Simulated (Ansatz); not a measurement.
# CH₄Ge: up Jacob's ladder to CCSD(T)

Aim: compute CH₄Ge with functionals from several rungs and with coupled cluster. The yardstick is the atomisation energy at the CCSD(T) limit.

Computed with Ansatz 0.2.0, Gaussian basis. Level: functionals in def2-TZVPP, the program's frozen cores in correlated methods.

Levels to be run: LDA (SPW92), PBE-D4, revPBE-D4, BLYP-D4, r2SCAN-D4, B97M-V, PBE0-D4, B3LYP-D4, r2SCANh-D4, r2SCAN0-D4, HSE06-D4, BHLYP-D4, CAM-B3LYP-D4, LC-ωPBE, ωB97X-V, ωB97M-V, B2PLYP, PBE-QIDH; CCSD(T)/def2-SVP; CCSD(T)/def2-TZVPP; CCSD(T)/def2-QZVPP; extrapolation to the limit; RPA on PBE.

**1. Structure used throughout**

The geometry comes from an earlier relaxation with PBE0-D4 in a triple-zeta def2 set; it is a stationary point.

SMILES `[CH3][GeH]`, 6 atoms, charge 0, spin multiplicity 1.

Atoms are counted from 1 here; the program's logs count them from 0.

Bond lengths: C1–Ge2 1.989 Å, C1–H3 1.096 Å, C1–H4 1.090 Å, C1–H5 1.095 Å, Ge2–H6 1.601 Å. Angles: Ge2–C1–H3 109.2°, Ge2–C1–H4 112.8°, Ge2–C1–H5 109.6°, H3–C1–H4 109.3°, H3–C1–H5 106.2°, H4–C1–H5 109.4°, C1–Ge2–H6 93.1°.

**2. LDA**

This LDA is Slater exchange with PW92 correlation.

in.yaml reads:

```yaml
crystal:
  periodic: [false, false, false]
  atoms:
    - {symbol: C, position_ang: [-0.069976, -0.410590, -0.393963]}
    - {symbol: Ge, position_ang: [0.842014, 0.242547, 1.248910]}
    - {symbol: H, position_ang: [-1.152732, -0.422076, -0.225737]}
    - {symbol: H, position_ang: [0.258968, -1.405579, -0.693181]}
    - {symbol: H, position_ang: [0.104250, 0.293009, -1.215314]}
    - {symbol: H, position_ang: [0.059577, 1.638689, 1.232985]}
basis:
  gaussian: {orbitals: def2-TZVPP}
hamiltonian: {xc: lda}
output: {orbitals: {seedname: orbitals}}
```

Command:

```sh
$ ansatz run in.yaml --threads 2 --pin off --events-out ev --progress --plain --max-ram 32768MiB --backend cpu
```

After this run come: PBE-D4 (GGA); revPBE-D4 (GGA); BLYP-D4 (GGA); r2SCAN-D4 (meta-GGA); B97M-V (meta-GGA); PBE0-D4 (hybrid); B3LYP-D4 (hybrid); r2SCANh-D4 (hybrid); r2SCAN0-D4 (hybrid); HSE06-D4 (hybrid); BHLYP-D4 (hybrid); CAM-B3LYP-D4 (range-separated); LC-ωPBE (range-separated); ωB97X-V (range-separated); ωB97M-V (range-separated); B2PLYP (double hybrid); PBE-QIDH (double hybrid); CCSD(T) in def2-SVP; CCSD(T) in def2-TZVPP; CCSD(T) in def2-QZVPP; RPA on PBE orbitals.

Q: Predict the results of all the runs planned. Wanted: atomisation energy, CCSD(T)/CBS; farthest beyond LDA; mean size of error, GGA; mean size of error, meta-GGA; mean size of error, hybrid; mean size of error, range-separated; mean size of error, double hybrid; gap, smallest and largest; T1 diagnostic.

As calculated:

```
                               quantity                                                                                                        value
        atomisation energy, CCSD(T)/CBS                                                                                                1869.1 kJ/mol
 functionals within 18.7 kJ/mol (1.0 %)  PBE-D4, BLYP-D4, r2SCAN-D4, B97M-V, PBE0-D4, B3LYP-D4, r2SCANh-D4, HSE06-D4, CAM-B3LYP-D4, ωB97X-V, ωB97M-V
                    farthest beyond LDA                                                                                      BHLYP-D4 (-42.4 kJ/mol)
                mean size of error, GGA                                                                                                  14.9 kJ/mol
           mean size of error, meta-GGA                                                                                                   8.3 kJ/mol
             mean size of error, hybrid                                                                                                  20.5 kJ/mol
    mean size of error, range-separated                                                                                                  10.5 kJ/mol
      mean size of error, double hybrid                                                                                                  26.9 kJ/mol
              gap, smallest and largest                                                                     1.82 eV (LDA (SPW92)), 8.65 eV (LC-ωPBE)
                          T1 diagnostic                                                                                                       0.0114
triples share of the correlation energy                                                                                                        3.5 %
```

The LDA atomisation energy is off by 225.3 kJ/mol (12 %): it overbinds. PBE-D4 is off by +5.7 kJ/mol. Double hybrids carry the basis error of their MP2 part in triple zeta, and no dispersion term here, so their miss is partly the set-up's. The rungs meta-GGA, range-separated, GGA miss on average by less than the doubt on the reference (18.7 kJ/mol), so they tie. Misses under about 18.7 kJ/mol are within the doubt on the reference itself, which lacks core-valence correlation, relativity and higher excitations, and its outer-core shells are covered unevenly. Hartree-Fock recovers 73 % of the binding; the rest is correlation. CCSD(T) in def2-SVP is off by -105.6 kJ/mol, which most functionals beat. The gap grows from 1.8 to 8.6 eV across the functionals, mostly with the share of exact exchange. The restricted reference is unstable towards a spin-broken one. Correlated methods include outer-core shells of Ge, which these sets cover unevenly.
